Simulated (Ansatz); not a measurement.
# GdIrSi3: the cost of one run

Program: Ansatz 0.2.0. Level of theory: DFT PBEsol, scalar-relativistic, plane waves, PAW. These are calculated values, not measurements.

1 further run of the same task is left out (set aside as unsound or not needed). Runs told in other sessions of the task aren't counted.

## 1. The structure to begin with

The cell holds 19 atoms (Gd4Ir4Si11): a = 5.888 Å, b = 5.888 Å, c = 9.765 Å, α = 90.00°, β = 90.00°, γ = 90.00°.

The coordinates of this cell stand in the input of its own run.

The host was relaxed before at PBEsol: a = 4.163 Å, b = 4.163 Å, c = 9.765 Å, α = 90.00°, β = 90.00°, γ = 90.00° (conventional cell), 16.927 Å³/atom.

Places, in fractions of the supercell: a vacancy on Si at (0.000, 0.500, 0.084). Its neighbours start displaced at random, with a spread of 0.03 Å in each coordinate.

## 2. The perfect crystal in the supercell of 20 atoms

File input.yaml:

```yaml
crystal:
  lattice:
    - [4.1634508062, -4.1634508062, 0.0]
    - [4.1634508062, 4.1634508062, 0.0]
    - [0.0, 0.0, 9.7651184847]
  atoms:
    - { symbol: Gd, position: [0.0, 0.5, 0.5017085289], spin: 7.57 }
    - { symbol: Gd, position: [0.5, 0.5, 0.0017085289], spin: 7.57 }
    - { symbol: Gd, position: [0.5, 0.0, 0.5017085289], spin: 7.57 }
    - { symbol: Gd, position: [0.0, 0.0, 0.0017085289], spin: 7.57 }
    - { symbol: Ir, position: [0.0, 0.5, 0.846555261] }
    - { symbol: Ir, position: [0.5, 0.5, 0.346555261] }
    - { symbol: Ir, position: [0.5, 0.0, 0.846555261] }
    - { symbol: Ir, position: [0.0, 0.0, 0.346555261] }
    - { symbol: Si, position: [0.0, 0.5, 0.0842147993] }
    - { symbol: Si, position: [0.5, 0.5, 0.5842147993] }
    - { symbol: Si, position: [0.5, 0.0, 0.0842147993] }
    - { symbol: Si, position: [0.0, 0.0, 0.5842147993] }
    - { symbol: Si, position: [0.25, 0.25, 0.2345232054] }
    - { symbol: Si, position: [0.75, 0.25, 0.7345232054] }
    - { symbol: Si, position: [0.75, 0.75, 0.2345232054] }
    - { symbol: Si, position: [0.25, 0.75, 0.7345232054] }
    - { symbol: Si, position: [0.75, 0.25, 0.2345232054] }
    - { symbol: Si, position: [0.25, 0.25, 0.7345232054] }
    - { symbol: Si, position: [0.25, 0.75, 0.2345232054] }
    - { symbol: Si, position: [0.75, 0.75, 0.7345232054] }
basis:
  ecutwfc: 420
  xc_grid: 2
kpoints:
  mp_grid: { grid: [4, 4, 2], shift: [0.5, 0.5, 0.5] }
hamiltonian:
  xc: pbesol
scf:
  occupations: { method: gaussian, width: 0.05 }
  lower_state_search: "off"
output:
  forces: true
  stress: true
  eigenvalues: true
  populations: true
  hubbard: { sites: [{ species: Gd, l: f }] }
  write_density: true
  write_potential: true
  elf: true
  volumetric_format: npy
magnetization:
  spin_polarized: true
```

Launch:

```
> ansatz run input.yaml --threads 8 --pin off --max-ram 14336MiB --backend cpu --events-out ev --progress --plain --runs-dir out
```

What time and memory should one allow on 8 threads of Arm Neoverse V1, shared host?

About 9.7 s, with a peak of 1.5 GiB.
